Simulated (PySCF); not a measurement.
**CH6ClGeN (SMILES C[NH][GeH2][Cl]): levels of theory compared**

Aim: a comparison of 6 runs (HF/STO-3G, HF/3-21G, HF/def2-SVP, PBE/6-31G, PBE0/6-31G, B3LYP/pcseg-1) of CH6ClGeN. Input form: a Python script.

The calculation is run with PySCF 2.14.0.

**1. The system as given**

CH6ClGeN has 10 atoms, charge 0, and is taken as a singlet. As SMILES, `C[NH][GeH2][Cl]`. The shape is that of a PBE0-D4/def2-TZVP optimisation. This is one conformer, not always the lowest.

Bond lengths: C1–N2 1.452 Å, N2–Ge3 1.813 Å, Ge3–Cl4 2.179 Å, C1–H5 1.097 Å, C1–H6 1.093 Å, C1–H7 1.093 Å, N2–H8 1.010 Å, Ge3–H9 1.531 Å, Ge3–H10 1.530 Å. Some angles: C1–N2–Ge3 119.8°, N2–Ge3–Cl4 112.1°, C1–N2–H8 112.3°, Ge3–N2–H8 113.7°, N2–C1–H5 114.0°, N2–C1–H6 110.1°, N2–C1–H7 109.5°, N2–Ge3–H9 108.6°, N2–Ge3–H10 109.0°, Cl4–Ge3–H9 105.3°.

**2. Energy and gradient at HF/STO-3G (run 1)**

Input file calc.py:

```python
# C[NH][GeH2][Cl]
from pyscf import gto, scf

mol = gto.Mole()
mol.atom = [
    ('C', (0.084200, 1.012600, -0.987800)),
    ('N', (-0.629400, 0.428800, 0.134000)),
    ('Ge', (0.141300, -0.897800, 1.100700)),
    ('Cl', (0.548300, -2.662900, -0.111200)),
    ('H', (0.139700, 0.360700, -1.868400)),
    ('H', (-0.388900, 1.952100, -1.285300)),
    ('H', (1.107800, 1.249200, -0.686300)),
    ('H', (-1.603500, 0.263700, -0.076300)),
    ('H', (1.511700, -0.416800, 1.584900)),
    ('H', (-0.828100, -1.340800, 2.198800)),
]
mol.basis = 'sto-3g'
mol.max_memory = 1860
mol.charge = 0
mol.verbose = 3
mol.spin = 0
mol.build()

mf = scf.RHF(mol)
mf.conv_tol = 1e-10
mf.kernel()
if not mf.converged:
    mf = mf.newton().run(mf.mo_coeff, mf.mo_occ)

e_final = mf.e_tot
print(f'total energy: {e_final:.8f} hartree')
grad = mf.nuc_grad_method().kernel()
dip = mf.dip_moment()
pop, q = mf.mulliken_pop()
```

Run with:

```bash
$ OMP_NUM_THREADS=1 python calc.py
```

Output:

```text
converged SCF energy = -2601.05350157447
total energy: -2601.05350157 hartree
--------------- RHF gradients ---------------
         x                y                z
0 C    -0.0081758160    -0.0108685866     0.0141622939
1 N    -0.0192182771     0.0348418136    -0.0373501438
2 Ge     0.0013622882    -0.0211078941    -0.0182113297
3 Cl     0.0022321508    -0.0053917642    -0.0027474947
4 H     0.0004729623    -0.0019021398    -0.0009175651
5 H    -0.0003734665     0.0023911961     0.0015529904
6 H     0.0024227011     0.0010227453     0.0010980476
7 H     0.0127267710    -0.0014718041     0.0076992316
8 H     0.0320625880     0.0123273451     0.0097529112
9 H    -0.0235119018    -0.0098409113     0.0249610586
----------------------------------------------
Dipole moment(X, Y, Z, Debye): -0.81961,  2.08291,  1.14056
 ** Mulliken pop  **
pop of  0 C 1s            1.99213
pop of  0 C 2s            1.17070
pop of  0 C 2px           0.99210
pop of  0 C 2py           1.00088
pop of  0 C 2pz           0.92804
pop of  1 N 1s            1.99524
pop of  1 N 2s            1.54512
pop of  1 N 2px           1.07139
pop of  1 N 2py           1.50774
pop of  1 N 2pz           1.38909
pop of  2 Ge 1s           1.99998
pop of  2 Ge 2s           1.99874
pop of  2 Ge 3s           1.99736
pop of  2 Ge 4s           1.15196
pop of  2 Ge 2px          1.99957
pop of  2 Ge 2py          1.99952
pop of  2 Ge 2pz          1.99956
pop of  2 Ge 3px          1.98080
pop of  2 Ge 3py          1.97801
pop of  2 Ge 3pz          1.97988
pop of  2 Ge 4px          0.80382
pop of  2 Ge 4py          0.58903
pop of  2 Ge 4pz          0.70395
pop of  2 Ge 3dxy         1.98868
pop of  2 Ge 3dyz         1.98360
pop of  2 Ge 3dz^2        1.99668
pop of  2 Ge 3dxz         1.98345
pop of  2 Ge 3dx2-y2      1.98982
pop of  3 Cl 1s           1.99998
pop of  3 Cl 2s           1.99906
pop of  3 Cl 3s           1.98457
pop of  3 Cl 2px          1.99932
pop of  3 Cl 2py          1.99408
pop of  3 Cl 2pz          1.99706
pop of  3 Cl 3px          1.96245
pop of  3 Cl 3py          1.64744
pop of  3 Cl 3pz          1.82689
pop of  4 H 1s            0.94603
pop of  5 H 1s            0.93520
pop of  6 H 1s            0.93880
pop of  7 H 1s            0.84068
pop of  8 H 1s            1.10682
pop of  9 H 1s            1.10477
 ** Mulliken atomic charges  **
charge of    0C =     -0.08384
charge of    1N =     -0.50858
charge of    2Ge =      0.87558
charge of    3Cl =     -0.41086
charge of    4H =      0.05397
charge of    5H =      0.06480
charge of    6H =      0.06120
charge of    7H =      0.15932
charge of    8H =     -0.10682
charge of    9H =     -0.10477
```

Wall time 3 s (1 thread of Intel Xeon at 2.70GHz, shared host); peak memory 0.12 GiB.

**3. Energy and forces at HF/3-21G (run 2)**

Input file run.py:

```python
import pyscf.grad
from pyscf import gto

mol = gto.M(
    atom=[
    ('C', (0.084200, 1.012600, -0.987800)),
    ('N', (-0.629400, 0.428800, 0.134000)),
    ('Ge', (0.141300, -0.897800, 1.100700)),
    ('Cl', (0.548300, -2.662900, -0.111200)),
    ('H', (0.139700, 0.360700, -1.868400)),
    ('H', (-0.388900, 1.952100, -1.285300)),
    ('H', (1.107800, 1.249200, -0.686300)),
    ('H', (-1.603500, 0.263700, -0.076300)),
    ('H', (1.511700, -0.416800, 1.584900)),
    ('H', (-0.828100, -1.340800, 2.198800)),
],
    max_memory=1860,
    basis='3-21g',
    verbose=4,
)

mf = mol.RHF()
mf.conv_tol = 1e-10
mf.kernel()
if not mf.converged:
    mf = mf.newton().run(mf.mo_coeff, mf.mo_occ)

e_final = mf.e_tot
print(f'total energy: {e_final:.8f} hartree')
grad = mf.Gradients().kernel()
mf.analyze()
```

Run with:

```bash
$ OMP_NUM_THREADS=1 python run.py
```

Output:

```text
PySCF version 2.14.0

[... 80 lines left out ...]
Total Energy =                       -2617.975791635865789
[... 8 lines left out ...]
MO #2   energy= -104.079211215752  occ= 2
[... 6 lines left out ...]
MO #9   energy= -10.4732564554688  occ= 2
[... 6 lines left out ...]
MO #16  energy= -5.16126754100349  occ= 2
[... 6 lines left out ...]
MO #23  energy= -1.0771185546001   occ= 2
[... 6 lines left out ...]
MO #30  energy= -0.50724987835788  occ= 2
[... 6 lines left out ...]
MO #37  energy= 0.225020803324607  occ= 0
[... 6 lines left out ...]
MO #44  energy= 0.400404424497374  occ= 0
[... 6 lines left out ...]
MO #51  energy= 0.95481688587002   occ= 0
[... 6 lines left out ...]
MO #58  energy= 1.34294757234094   occ= 0
[... 6 lines left out ...]
MO #65  energy= 2.75639256359283   occ= 0
[... 39 lines left out ...]
pop of  2 Ge 3dz^2        1.99871
pop of  2 Ge 3dxz         1.99593
pop of  2 Ge 3dx2-y2      1.99726
pop of  3 Cl 1s           1.99999
pop of  3 Cl 2s           1.99969
pop of  3 Cl 3s           1.88990
pop of  3 Cl 4s           0.00464
pop of  3 Cl 2px          1.99994
pop of  3 Cl 2py          1.99990
pop of  3 Cl 2pz          1.99993
pop of  3 Cl 3px          1.94926
pop of  3 Cl 3py          1.71666
pop of  3 Cl 3pz          1.84528
pop of  3 Cl 4px          0.00193
pop of  3 Cl 4py          0.00165
pop of  3 Cl 4pz          0.00203
pop of  4 H 1s            0.91174
pop of  4 H 2s            0.00928
pop of  5 H 1s            0.89442
pop of  5 H 2s            0.00987
pop of  6 H 1s            0.89960
pop of  6 H 2s            0.00925
pop of  7 H 1s            0.78540
pop of  7 H 2s            0.01034
pop of  8 H 1s            1.10454
pop of  8 H 2s            0.00171
pop of  9 H 1s            1.10017
pop of  9 H 2s            0.00139
 ** Mulliken atomic charges  **
charge of    0C =     -0.13591
charge of    1N =     -0.57903
charge of    2Ge =      0.86345
charge of    3Cl =     -0.41081
charge of    4H =      0.07898
charge of    5H =      0.09571
charge of    6H =      0.09115
charge of    7H =      0.20426
charge of    8H =     -0.10626
charge of    9H =     -0.10156
Dipole moment(X, Y, Z, Debye): -1.01000,  2.64105,  0.62314
```

It took 3.3 s on 1 thread of Intel Xeon at 2.70GHz, shared host; peak memory 0.14 GiB.

Run 3 isn't shown in full; the table further down has it.

**4. Energy and gradient at PBE/6-31G (run 4)**

Input file job.py:

```python
from pyscf import gto, dft

system = gto.Mole()
system.atom = [
    ('C', (0.084200, 1.012600, -0.987800)),
    ('N', (-0.629400, 0.428800, 0.134000)),
    ('Ge', (0.141300, -0.897800, 1.100700)),
    ('Cl', (0.548300, -2.662900, -0.111200)),
    ('H', (0.139700, 0.360700, -1.868400)),
    ('H', (-0.388900, 1.952100, -1.285300)),
    ('H', (1.107800, 1.249200, -0.686300)),
    ('H', (-1.603500, 0.263700, -0.076300)),
    ('H', (1.511700, -0.416800, 1.584900)),
    ('H', (-0.828100, -1.340800, 2.198800)),
]
system.max_memory = 1860
system.spin = 0
system.verbose = 3
system.basis = '6-31g'
system.build()

calc0 = dft.RKS(system, xc='pbe')
calc0.grids.level = 5
calc0.conv_tol = 1e-10
calc0.kernel()
if not calc0.converged:
    calc0 = calc0.newton().run(calc0.mo_coeff, calc0.mo_occ)

energy = calc0.e_tot
print('E = %.10f Eh' % energy)
grad = calc0.nuc_grad_method().kernel()
calc0.analyze()
```

Run with:

```bash
$ OMP_NUM_THREADS=1 python job.py
```

Output:

```text
converged SCF energy = -2632.65229970054
E = -2632.6522997005 Eh
--------------- RKS gradients ---------------
         x                y                z
0 C    -0.0043014097    -0.0073487389     0.0040447714
1 N    -0.0008263309     0.0063816099    -0.0024315579
2 Ge     0.0021037292    -0.0193671539    -0.0205925401
3 Cl    -0.0064793832     0.0275857286     0.0179211081
4 H    -0.0005108108     0.0040625442     0.0063202239
5 H     0.0027289896    -0.0060478652     0.0021898193
6 H    -0.0065027736    -0.0016648781    -0.0016552882
7 H     0.0140000185    -0.0019215890    -0.0012905827
8 H    -0.0036671825    -0.0021524541    -0.0012778233
9 H     0.0034511690     0.0004687236    -0.0032228698
----------------------------------------------
**** MO energy ****
MO #1   energy= -397.015557903168  occ= 2
MO #2   energy= -100.632609020134  occ= 2
MO #3   energy= -49.1578615924885  occ= 2
MO #4   energy= -43.7749512144772  occ= 2
MO #5   energy= -43.7740514306445  occ= 2
MO #6   energy= -43.7737722204871  occ= 2
MO #7   energy= -14.0087411163895  occ= 2
MO #8   energy= -9.92292243305215  occ= 2
MO #9   energy= -9.14995807550914  occ= 2
MO #10  energy= -6.97310494740547  occ= 2
MO #11  energy= -6.96447108006036  occ= 2
MO #12  energy= -6.96396081794243  occ= 2
MO #13  energy= -5.97648994287208  occ= 2
MO #14  energy= -4.19477988112653  occ= 2
MO #15  energy= -4.19147239182768  occ= 2
MO #16  energy= -4.19025623177949  occ= 2
MO #17  energy= -1.08249459905984  occ= 2
MO #18  energy= -1.07982185967563  occ= 2
MO #19  energy= -1.07662943338471  occ= 2
MO #20  energy= -1.07450305421499  occ= 2
MO #21  energy= -1.07363726288404  occ= 2
MO #22  energy= -0.819672344451694 occ= 2
MO #23  energy= -0.734382456300893 occ= 2
MO #24  energy= -0.616880464294211 occ= 2
MO #25  energy= -0.516676604819808 occ= 2
MO #26  energy= -0.442049778967644 occ= 2
MO #27  energy= -0.396466889453465 occ= 2
MO #28  energy= -0.382600020591542 occ= 2
MO #29  energy= -0.339732223948003 occ= 2
MO #30  energy= -0.333039005724478 occ= 2
MO #31  energy= -0.324513718598237 occ= 2
MO #32  energy= -0.266583803477049 occ= 2
MO #33  energy= -0.258997736555553 occ= 2
MO #34  energy= -0.207477692344113 occ= 2
MO #35  energy= -0.0248204807983687 occ= 0
MO #36  energy= 0.000688219497524845 occ= 0
MO #37  energy= 0.0337234356267659 occ= 0
MO #38  energy= 0.0661857278403701 occ= 0
MO #39  energy= 0.0742024930387615 occ= 0
MO #40  energy= 0.0991682197853549 occ= 0
MO #41  energy= 0.124649274155727  occ= 0
MO #42  energy= 0.140203298416105  occ= 0
MO #43  energy= 0.141399045481261  occ= 0
MO #44  energy= 0.158156175667526  occ= 0
MO #45  energy= 0.175119909326139  occ= 0
MO #46  energy= 0.204672253563059  occ= 0
MO #47  energy= 0.253789255006485  occ= 0
MO #48  energy= 0.423757297305291  occ= 0
MO #49  energy= 0.457726122788924  occ= 0
MO #50  energy= 0.468439484115587  occ= 0
MO #51  energy= 0.523202925869057  occ= 0
MO #52  energy= 0.55471483873014   occ= 0
MO #53  energy= 0.615386129757837  occ= 0
MO #54  energy= 0.665400526639039  occ= 0
MO #55  energy= 0.729306755784298  occ= 0
MO #56  energy= 0.797777103580756  occ= 0
MO #57  energy= 0.81964309260864   occ= 0
MO #58  energy= 0.870441296834841  occ= 0
MO #59  energy= 0.883441561929634  occ= 0
MO #60  energy= 0.908079736037192  occ= 0
MO #61  energy= 0.942367543820685  occ= 0
MO #62  energy= 0.966394771346437  occ= 0
MO #63  energy= 1.00574015932811   occ= 0
MO #64  energy= 1.07763749304488   occ= 0
MO #65  energy= 1.39220097131005   occ= 0
MO #66  energy= 2.68647723694984   occ= 0
MO #67  energy= 2.69226891698575   occ= 0
MO #68  energy= 2.72560998483234   occ= 0
MO #69  energy= 2.73770672427857   occ= 0
MO #70  energy= 2.83440227797216   occ= 0
 ** Mulliken atomic charges  **
charge of    0C =     -0.25033
charge of    1N =     -0.46658
charge of    2Ge =      0.53755
charge of    3Cl =     -0.33276
charge of    4H =      0.10682
charge of    5H =      0.12343
charge of    6H =      0.12084
charge of    7H =      0.22122
charge of    8H =     -0.03222
charge of    9H =     -0.02798
Dipole moment(X, Y, Z, Debye): -0.99464,  2.39187,  0.27463
```

Run time: 41 s. Hardware: 1 thread of Intel Xeon at 2.70GHz, shared host; peak memory 0.7 GiB.

Run 5 isn't shown in full; the table further down has it.

**5. Energy and gradient at B3LYP/pcseg-1 (run 6)**

Input file calc.py:

```python
from pyscf import gto, dft

mol = gto.M(
    atom='''
C      0.084200     1.012600    -0.987800
N     -0.629400     0.428800     0.134000
Ge     0.141300    -0.897800     1.100700
Cl     0.548300    -2.662900    -0.111200
H      0.139700     0.360700    -1.868400
H     -0.388900     1.952100    -1.285300
H      1.107800     1.249200    -0.686300
H     -1.603500     0.263700    -0.076300
H      1.511700    -0.416800     1.584900
H     -0.828100    -1.340800     2.198800
''',
    verbose=4,
    basis='pcseg-1',
    max_memory=1860,
)

ks = dft.RKS(mol, xc='b3lyp')
ks.conv_tol = 1e-10
ks.grids.level = 5
ks.kernel()
if not ks.converged:
    ks = ks.newton().run(ks.mo_coeff, ks.mo_occ)

energy = ks.e_tot
print('E(%s) = %.9f' % ('B3LYP', energy))
grad = ks.nuc_grad_method().kernel()
dip = ks.dip_moment()
pop, q = ks.mulliken_pop()
```

Run with:

```bash
$ OMP_NUM_THREADS=1 python calc.py
```

Output:

```text
PySCF version 2.14.0

[... 78 lines left out ...]
converged SCF energy = -2633.51106254913
[... 13 lines left out ...]
Dipole moment(X, Y, Z, Debye): -0.84702,  2.04302,  0.23129
[... 75 lines left out ...]
pop of  4 H 2s            0.11582
pop of  4 H 2px           0.00303
pop of  4 H 2py           0.00592
pop of  4 H 2pz           0.00834
pop of  5 H 1s            0.77617
pop of  5 H 2s            0.11814
pop of  5 H 2px           0.00439
pop of  5 H 2py           0.00957
pop of  5 H 2pz           0.00327
pop of  6 H 1s            0.77712
pop of  6 H 2s            0.11554
pop of  6 H 2px           0.01054
pop of  6 H 2py           0.00382
pop of  6 H 2pz           0.00303
pop of  7 H 1s            0.73660
pop of  7 H 2s            0.04906
pop of  7 H 2px           0.01971
pop of  7 H 2py           0.00859
pop of  7 H 2pz           0.00735
pop of  8 H 1s            0.75022
pop of  8 H 2s            0.22983
pop of  8 H 2px           0.00532
pop of  8 H 2py           0.00106
pop of  8 H 2pz           0.00120
pop of  9 H 1s            0.75002
pop of  9 H 2s            0.22332
pop of  9 H 2px           0.00299
pop of  9 H 2py           0.00106
pop of  9 H 2pz           0.00360
 ** Mulliken atomic charges  **
charge of    0C =     -0.00774
charge of    1N =     -0.62241
charge of    2Ge =      0.46162
charge of    3Cl =     -0.31013
charge of    4H =      0.09018
charge of    5H =      0.08847
charge of    6H =      0.08996
charge of    7H =      0.17869
charge of    8H =      0.01237
charge of    9H =      0.01900
```

It took 53 s on 1 thread of Intel Xeon at 2.70GHz, shared host; peak memory 1 GiB.

**6. The series**

```tsv
run	level	integration grid	energy (Eh)	dipole moment (D)	HOMO energy (eV)	LUMO energy (eV)	wall time
1	HF/STO-3G	–	-2601.053502	2.51	-8.36	8.74	3 s
2	HF/3-21G	–	-2617.975792	2.90	-10.49	3.82	3.3 s
3	HF/def2-SVP	–	-2630.245604	1.98	-10.56	4.24	24 s
4	PBE/6-31G	5	-2632.652300	2.60	-5.65	-0.68	41 s
5	PBE0/6-31G	5	-2632.763219	2.62	-7.07	0.16	34 s
6	B3LYP/pcseg-1	5	-2633.511063	2.22	-6.96	0.00	53 s
```

**7. Outcome**

| quantity | value |
| --- | --- |
| run 6: total energy | -2633.51106 Eh |
| run 6: dipole moment | 2.22 D |
| run 6: HOMO energy | -6.96 eV |
| run 6: LUMO energy | 0.00 eV |
| run 6: HOMO–LUMO gap | 6.96 eV |
| run 6: largest force on an atom | 0.771 eV/Å |

What this shows: The dipole moment (its size) runs from 1.98 D (HF/def2-SVP) to 2.90 D (HF/3-21G). The HOMO–LUMO gap runs from 4.97 eV (PBE/6-31G) to 17.10 eV (HF/STO-3G). The two ends differ in method and basis. Totals of different functionals can't be ranked against each other. In run 1 the basis is minimal, so the values are rough. All runs together took 2.6 min, the longest 53 s.
